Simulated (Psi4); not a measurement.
**SiHBr (SMILES [SiH]Br): B2PLYP/pcseg-2 (density fitting, density fitting for correlation, sweep point 3)**

Aim: the energy change on altering one bond length of SiHBr at B2PLYP/pcseg-2 (density fitting, density fitting for correlation, sweep point 3), from 2 runs. The job is set up through a Python script.

The results are computed with Psi4 1.11.

2 further runs of the same task are left out: 2 that didn't finish.

### 1 Starting point

SiHBr has 3 atoms, charge 0, and is taken as a singlet. As SMILES, `[SiH]Br`. The coordinates come from a PBE0-D4/def2-TZVP relaxation.

Bond lengths: Si1–Br2 2.245 Å, Si1–H3 1.527 Å. Angles: Br2–Si1–H3 94.0°.

### 2 The energy at B2PLYP/pcseg-2 (density fitting, density fitting for correlation, sweep point 3)

The input, brhsi.py:

```python
import psi4

psi4.set_memory('1600 MB')
psi4.set_num_threads(1)
psi4.core.set_output_file('run.log', False)

molecule = psi4.geometry("""
0 1
Si    -1.18051191     0.98624806    -0.55954791
Br     2.53393376     0.75872504     1.47663199
H     -1.37401987    -1.86761633    -0.94221745
units au
symmetry c1
""")

psi4.set_options({
    'puream': True,
    'scf_type': 'df',
    'dft_radial_points': 99,
    'dft_spherical_points': 590,
    'num_frozen_docc': 14,
})

e = psi4.energy("b2plyp/pcseg-2")
print(f'total energy {e:.8f} hartree = {e * 27.211386:.5f} eV')
for k, v in sorted(psi4.core.scalar_variables().items()):
    print(f'{k:45s} {v:18.10f}')
```

The run is started by

```console
$ python brhsi.py
```

run.log:

```text
[...]
  Running in c1 symmetry.
[...]
  Nuclear repulsion =  126.973584238758761
[...]
  Multiplicity = 1
[...]
  Nalpha       = 25
  Nbeta        = 25
[...]
    Number of basis functions: 91
[...]
   @DF-RKS iter   1: -2863.42902207556790   -1.66896e+00   1.20758e-02 ADIIS/DIIS
[...]
   @DF-RKS iter   8: -2863.65633163771190   -4.85784e-08   4.89111e-07 DIIS
[...]
    Orbital Energies [Eh]
    ---------------------
    Doubly Occupied:
       1A   -485.745153     2A    -67.251212     3A    -63.530423
       4A    -57.151055     5A    -57.150404     6A    -57.149591
       7A     -9.154370     8A     -6.890660     9A     -6.888002
      10A     -6.885250    11A     -5.674901    12A     -3.929369
      13A     -3.926374    14A     -3.922814    15A     -2.852291
      16A     -2.851590    17A     -2.849048    18A     -2.846523
      19A     -2.846144    20A     -0.880428    21A     -0.572501
      22A     -0.416695    23A     -0.369823    24A     -0.366329
      25A     -0.289917
[...]
  @DF-RKS Final Energy: -2863.65633163771190
   => Energetics <=
    Nuclear Repulsion Energy =            126.9735842387587610
    One-Electron Energy =               -4238.6640710060255515
    Two-Electron Energy =                1301.5987391685589500
    DFT Exchange-Correlation Energy =     -53.5645840390043091
    Empirical Dispersion Energy =           0.0000000000000000
    VV10 Nonlocal Energy =                  0.0000000000000000
    Total Energy =                      -2863.6563316377119008
[...]
 Multipole Moments:
 ------------------------------------------------------------------------------------
     Multipole            Electronic (a.u.)      Nuclear  (a.u.)        Total (a.u.)
 ------------------------------------------------------------------------------------
 L = 1.  Multiply by 2.5417464519 to convert [e a0] to [Debye]
 Dipole X            :          6.3126318           -6.8355258           -0.5228940
 Dipole Y            :          1.0926523           -1.1682352           -0.0755829
 Dipole Z            :          0.0000000           -0.0000000            0.0000000
 Magnitude           :                                                    0.5283284
[...]
```

Standard output:

```text
total energy -2863.76082178 hartree = -77926.90113 eV
B2PLYP DOUBLE-HYBRID CORRECTION ENERGY             -0.1044901432
B2PLYP TOTAL ENERGY                             -2863.7608217809
CURRENT ENERGY                                  -2863.7608217809
CURRENT REFERENCE ENERGY                        -2863.6563316377
DD SOLVATION ENERGY                                 0.0000000000
DFT FUNCTIONAL TOTAL ENERGY                     -2863.6563316377
DFT TOTAL ENERGY                                -2863.7608217809
DFT VV10 ENERGY                                     0.0000000000
DFT XC ENERGY                                     -53.5645840390
DOUBLE-HYBRID CORRECTION ENERGY                    -0.1044901432
GRID ELECTRONS ALPHA                               24.9999999646
GRID ELECTRONS BETA                                24.9999999646
GRID ELECTRONS TOTAL                               49.9999999292
NUCLEAR REPULSION ENERGY                          126.9735842388
ONE-ELECTRON ENERGY                             -4238.6640710060
PCM POLARIZATION ENERGY                             0.0000000000
PE ENERGY                                           0.0000000000
SCF ITERATION ENERGY                            -2863.6563316377
SCF ITERATIONS                                      8.0000000000
SCF TOTAL ENERGY                                -2863.6563316377
TWO-ELECTRON ENERGY                              1301.5987391686
XC GRID RADIAL POINTS                              99.0000000000
XC GRID SPHERICAL POINTS                          590.0000000000
XC GRID TOTAL POINTS                           166381.0000000000
```

It took 14 s on 1 thread of Intel Xeon Platinum 8259CL at 2.50GHz (Skylake/Cascade Lake), shared host; peak memory 0.61 GiB.

### 3 The distorted shape at the same level

The input, run.py:

```python
import psi4

psi4.set_memory('1600 MB')
psi4.set_num_threads(1)
psi4.set_output_file('output.dat', False)

geom = psi4.geometry("""
Si    -1.08376171     2.41312546    -0.36822069
Br     2.63068396     2.18560243     1.66795920
H     -1.37401987    -1.86761633    -0.94221745
units au
symmetry c1
""")

psi4.set_options({
    'basis': 'pcseg-2',
    'puream': True,
    'scf_type': 'df',
    'dft_radial_points': 99,
    'dft_spherical_points': 590,
    'num_frozen_docc': 14,
})

e = psi4.energy("b2plyp")
print(f'b2plyp energy: {e:.10f} Eh')
```

The run is started by

```console
$ python run.py
```

output.dat:

```text
[...]
  Running in c1 symmetry.
[...]
  Nuclear repulsion =  124.329149668279982
[...]
  Multiplicity = 1
[...]
  Nalpha       = 25
  Nbeta        = 25
[...]
    Number of basis functions: 91
[...]
   @DF-RKS iter   1: -2863.35633068039306   -1.73955e+00   1.21184e-02 ADIIS/DIIS
[...]
   @DF-RKS iter   9: -2863.59006819790920   -1.55878e-08   1.58825e-07 DIIS
[...]
    Orbital Energies [Eh]
    ---------------------
    Doubly Occupied:
       1A   -485.761640     2A    -67.301118     3A    -63.546733
       4A    -57.167370     5A    -57.166667     6A    -57.165963
       7A     -9.170539     8A     -6.906758     9A     -6.903959
      10A     -6.901573    11A     -5.718319    12A     -3.971732
      13A     -3.968810    14A     -3.967052    15A     -2.868327
      16A     -2.867545    17A     -2.865337    18A     -2.862674
      19A     -2.862383    20A     -0.895124    21A     -0.553686
      22A     -0.388970    23A     -0.383415    24A     -0.376896
      25A     -0.275021
[...]
  @DF-RKS Final Energy: -2863.59006819790920
   => Energetics <=
    Nuclear Repulsion Energy =            124.3291496682799817
    One-Electron Energy =               -4232.4301916886952313
    Two-Electron Energy =                1298.0165991461992689
    DFT Exchange-Correlation Energy =     -53.5056253236930317
    Empirical Dispersion Energy =           0.0000000000000000
    VV10 Nonlocal Energy =                  0.0000000000000000
    Total Energy =                      -2863.5900681979096589
[...]
 Multipole Moments:
 ------------------------------------------------------------------------------------
     Multipole            Electronic (a.u.)      Nuclear  (a.u.)        Total (a.u.)
 ------------------------------------------------------------------------------------
 L = 1.  Multiply by 2.5417464519 to convert [e a0] to [Debye]
 Dipole X            :          6.6937073           -6.9300562           -0.2363489
 Dipole Y            :          2.7613450           -1.9314596            0.8298855
 Dipole Z            :          0.0000000            0.0000000            0.0000000
 Magnitude           :                                                    0.8628851
[...]
```

The script printed:

```text
b2plyp energy: -2863.6976770746 Eh
```

Wall time 14 s (1 thread of Intel Xeon Platinum 8259CL at 2.50GHz (Skylake/Cascade Lake), shared host); peak memory 0.61 GiB.

### 4 Summary of results

At B2PLYP/pcseg-2 (density fitting, density fitting for correlation, sweep point 3), 14 core orbitals frozen:

```
                                                          quantity           value
                                         first shape: total energy  -2863.76082 Eh
                    first shape: HOMO energy (SCF part's orbitals)        -7.89 eV
                    first shape: LUMO energy (SCF part's orbitals)        -1.91 eV
                  first shape: HOMO–LUMO gap (SCF part's orbitals)         5.98 eV
                                     distorted shape: total energy  -2863.69768 Eh
                distorted shape: HOMO energy (SCF part's orbitals)        -7.48 eV
                distorted shape: LUMO energy (SCF part's orbitals)        -2.30 eV
              distorted shape: HOMO–LUMO gap (SCF part's orbitals)         5.18 eV
energy change with the Si1–H3 bond stretched from 1.527 to 2.291 Å        1.718 eV
```

With the Si1–H3 bond stretched from 1.527 to 2.291 Å the energy rises by 1.72 eV (166 kJ/mol). The first shape isn't relaxed at this level, so the change isn't measured from a minimum.
